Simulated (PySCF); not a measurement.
# C3H7Br (i-propyl bromide): the cost of one run

Computed with PySCF 2.14.0, with density-fitted response routines of our own, on a single molecule in the gas phase. Atoms are numbered from 0 throughout.

### 1 The starting structure

11 atoms, charge 0, multiplicity 1; geometry from: MMFF94s. The atoms were then displaced at random by about 0.03 Å, so the start is not that level's minimum.

Bonds of the start (Å): C0–C1 1.52, C1–C2 1.47, C1–Br3 1.95, C0–H4 1.04, C0–H5 1.02, C0–H6 1.15, C1–H7 1.10, C2–H8 1.19, C2–H9 1.08, C2–H10 1.10.

### 2 Optimising the geometry at PBE0-D3(BJ)/def2-SVP

What the job is given:

```
{"job": {"xc": "PBE0", "basis": "def2-SVP", "d3": "d3bj", "grid": 1, "shake": 0.03, "kind": "geom"}, "charge": 0, "multiplicity": 1}
C     -1.061060    -0.683390     0.220750
C     -0.185550     0.451260    -0.296900
C      1.226000     0.066060    -0.127560
Br    -0.410390     2.129390     0.680500
H     -0.984240    -0.835300     1.242350
H     -0.984300    -1.527680    -0.348380
H     -2.137010    -0.308660     0.070910
H     -0.322360     0.711710    -1.356540
H      1.517800    -0.093840     1.010650
H      1.507740    -0.847260    -0.631190
H      1.931440     0.852230    -0.433710
```

Command:

```console
OMP_NUM_THREADS=1 python probes_run.py task.json out
```

The driver reads the jobs from task.json and runs them one after another.

**Question.** How long does this first job take on 1 thread of Arm Neoverse V1, shared host, and how much memory does it need?

About 34 s, with a peak of 0.44 GiB.
